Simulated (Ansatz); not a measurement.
Geometry optimisation, DFT PBE, scalar-relativistic, plane waves, PAW in Ansatz.

input.yaml

```yaml
accuracy: low
crystal:
  lattice:
    - [5.74906, 0.0, 0.0]
    - [0.0, 5.63318, 0.0]
    - [0.0, 0.0, 15.149027]
  atoms:
    - { symbol: W, position: [0.0, 0.0, 0.0660108] }
    - { symbol: C, position: [0.0, 0.25, 0.1755631] }
    - { symbol: W, position: [0.25, 0.0, 0.2303393] }
    - { symbol: C, position: [0.25, 0.25, 0.3398916] }
    - { symbol: W, position: [0.0, 0.5, 0.0660108] }
    - { symbol: C, position: [0.0, 0.75, 0.1755631] }
    - { symbol: W, position: [0.25, 0.5, 0.2303393] }
    - { symbol: C, position: [0.25, 0.75, 0.3398916] }
    - { symbol: W, position: [0.5, 0.0, 0.0660108] }
    - { symbol: C, position: [0.5, 0.25, 0.1755631] }
    - { symbol: W, position: [0.75, 0.0, 0.2303393] }
    - { symbol: C, position: [0.75, 0.25, 0.3398916] }
    - { symbol: W, position: [0.5, 0.5, 0.0660108] }
    - { symbol: C, position: [0.5, 0.75, 0.1755631] }
    - { symbol: W, position: [0.75, 0.5, 0.2303393] }
    - { symbol: C, position: [0.75, 0.75, 0.3398916] }
    - { symbol: C, position: [0.4215746, 0.0848894, 0.3907199] }
basis:
  ecutwfc: 420.0
kpoints:
  mp_grid: { grid: [3, 3, 1] }
hamiltonian:
  xc: pbe
  pseudopotentials: { kind: paw, azcp: { folder: soft_1 } }
scf:
  occupations: { method: fermi_dirac, width: 0.15 }
  lower_state_search: "off"
relax:
  f_tol: 0.08
  max_steps: 25
  adjacent_minimum: "off"
  constraints: [{ sites: [0, 4, 8, 12] }]
output:
  write_density: true
  write_potential: true
  elf: true
  volumetric_format: npy
```

Command:

```bash
$ ansatz run input.yaml --threads 2 --pin off --max-ram 5120MiB --backend cpu --events-out ev --progress --plain --runs-dir out
```

Where does it end, and by what steps?

The run converged. The force dipped under the threshold on the way, but the program's further checks kept it going. Limits of this set-up: coarse k mesh, thin slab, slab without dipole correction, low accuracy level. After 17 steps the energy has fallen by 9.295 eV; C8 moved furthest, 1.40 Å. Joined: W7–C16 (3.61 → 2.77 Å), C8–W11 (3.61 → 2.45 Å), C8–C16 (2.87 → 1.34 Å), C8–C17 (2.26 → 1.49 Å), W11–C17 (3.11 → 2.60 Å), C12–C17 (2.24 → 1.44 Å).

| step | energy less start (eV) | largest force component (eV/Å) | accepted |
| --- | --- | --- | --- |
| 0 | 0.0000 | 3.888 | yes |
| 1 | -2.1441 | 2.646 | yes |
| 2 | -3.5712 | 2.083 | yes |
| 3 | -4.8188 | 1.898 | yes |
| 4 | -5.5273 | 1.136 | yes |
| 5 | -5.8261 | 1.161 | yes |
| 6 | -6.1526 | 1.544 | yes |
| 7 | -6.6798 | 2.143 | yes |
| 8 | -7.6128 | 3.325 | yes |
| 9 | -8.4030 | 2.508 | yes |
| 10 | -8.7833 | 1.441 | yes |
| 11 | -9.0149 | 0.807 | yes |
| 12 | -9.1886 | 0.523 | yes |
| 13 | -9.2444 | 0.405 | yes |
| 14 | -9.2737 | 0.473 | yes |
| 15 | -9.2920 | 0.199 | yes |
| 16 | -9.2950 | 0.053 | yes |
| 17 | -9.2950 | 0.052 | yes |

```xyz
17
Lattice="5.7491 0.0000 0.0000 0.0000 5.6332 0.0000 0.0000 0.0000 15.1490" Properties=species:S:1:pos:R:3
W 0.000 0.000 1.000
C 0.017 1.408 2.607
W 1.442 0.027 3.475
C 1.586 1.478 5.017
W 0.000 2.817 1.000
C 0.013 4.228 2.645
W 1.465 2.851 3.530
C 2.643 4.934 5.225
W 2.875 0.000 1.000
C 2.870 1.423 2.583
W 4.272 -0.050 3.510
C 4.018 1.285 5.031
W 2.875 2.817 1.000
C 2.865 4.209 2.556
W 4.313 2.779 3.570
C 3.546 3.982 4.974
C 2.739 0.772 5.438
```

Whether the end is a true minimum wasn't checked by a vibrational analysis.

Run time: 3.8 min on 2 threads of Arm Neoverse V1, on a shared host, peak memory 0.89 GiB.
